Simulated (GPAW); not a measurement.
The system is CaO.

```
Ca O
1.0
     0.00000    2.40750    2.40750
     2.40750    0.00000    2.40750
     2.40750    2.40750    0.00000
Ca O
1 1
Direct
  0.00000 0.00000 0.00000
  0.50000 0.50000 0.50000
```

The cell was built by a generator and isn't the measured one.

Base run:

* Program: GPAW 26.7.0
* Functional: TB-mBJ
* Potentials or basis: GPAW PAW data sets for LDA (gpaw-data 1.2.1)
* Cutoff: 600 eV
* Basis: pw
* k mesh: 8 × 8 × 8
* Occupations: fermi-dirac, width 0.05 eV
* Spin: no spin polarisation

Its results: band gap on the k mesh 5.33 eV, indirect (least direct gap 5.65 eV).

Q: The run is repeated on the same cell with these changes: functional from TB-mBJ to r2SCAN; potentials or basis from GPAW PAW data sets for LDA (gpaw-data 1.2.1) to GPAW PAW data sets (gpaw-data 1.2.1). What comes out?

A: Band gap on the k mesh 4.24 eV, indirect (least direct gap 4.62 eV).

Caveats: a model potential gives levels but no total energy (some runs).
